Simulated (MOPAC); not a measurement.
# PM7-HH (COSMO toluene) run of C2H3SSbSe (SMILES [Se]=[C]1C[S][SbH]1)

Wanted: a structure relaxation of C2H3SSbSe. 

The calculation is run with MOPAC 23.2.5.

5 further runs of the same task are left out: 1 that didn't finish, 4 set aside as unsound or not needed.

**1. The system as given**

C2H3SSbSe has 8 atoms, charge 0, and is taken as a singlet. As SMILES, `[Se]=[C]1C[S][SbH]1`. The shape comes from GFN2-xTB, which is rough for such elements, and wasn't checked as a minimum. The run starts from this shape.

Bond lengths: Se1–C2 1.746 Å, C2–C3 1.477 Å, C3–S4 1.831 Å, C2–Sb5 2.198 Å, S4–Sb5 2.439 Å, C3–H6 1.092 Å, C3–H7 1.092 Å, Sb5–H8 1.726 Å. Some angles: Se1–C2–C3 125.9°, Se1–C2–Sb5 132.5°, C3–C2–Sb5 101.6°, C2–C3–S4 105.5°, C3–S4–Sb5 83.7°, C2–Sb5–S4 69.2°, C2–C3–H6 112.0°, C2–C3–H7 112.7°, S4–C3–H6 109.4°, S4–C3–H7 109.7°.

**2. A geometry optimisation at PM7-HH (COSMO toluene)**

The input, input.mop:

```
PM7-HH CHARGE=0 EPS=2.37 BFGS GNORM=0.05 CYCLES=200 AUX(PRECISION=6) THREADS=1
C2H3SSbSe charge 0

Se
C 1 r2
C 2 r3 1 a3
S 3 r4 2 a4 1 d4
Sb 2 r5 3 a5 4 d5
H 3 r6 2 a6 1 d6
H 3 r7 6 a7 2 d7
H 5 r8 2 a8 3 d8

r2 1.745851
r3 1.476719
a3 125.922520
r4 1.830588
a4 105.511810
d4 178.972060
r5 2.197969
a5 101.591060
d5 -0.746150
r6 1.092085
a6 111.974840
d6 -62.140210
r7 1.092396
a7 107.598900
d7 -124.314430
r8 1.726280
a8 87.671500
d8 -93.409870
```

Started as:

```console
$ mopac input.mop
```

Q: Predict the results. Wanted: dipole moment; HOMO energy; LUMO energy; HOMO–LUMO gap; heat of formation.

Computed results:

Level: PM7-HH (COSMO toluene).

```
         quantity          value
    dipole moment         2.11 D
      HOMO energy       -8.08 eV
      LUMO energy       -1.79 eV
    HOMO–LUMO gap        6.29 eV
heat of formation  62.3 kcal/mol
```

In words: At the final geometry: Bond lengths: Se1–C2 1.703 Å, C2–C3 1.493 Å, C3–S4 1.905 Å, C2–Sb5 2.163 Å, S4–Sb5 2.413 Å, C3–H6 1.125 Å, C3–H7 1.126 Å, Sb5–H8 1.758 Å. Some angles: Se1–C2–C3 126.9°, Se1–C2–Sb5 132.2°, C3–C2–Sb5 100.9°, C2–C3–S4 105.0°, C3–S4–Sb5 81.8°, C2–Sb5–S4 72.3°, C2–C3–H6 113.4°, C2–C3–H7 113.3°, S4–C3–H6 109.5°, S4–C3–H7 108.8°. The optimisation stopped short of its gradient threshold. The optimisation took 7 steps and changed the energy by -0.040 eV.
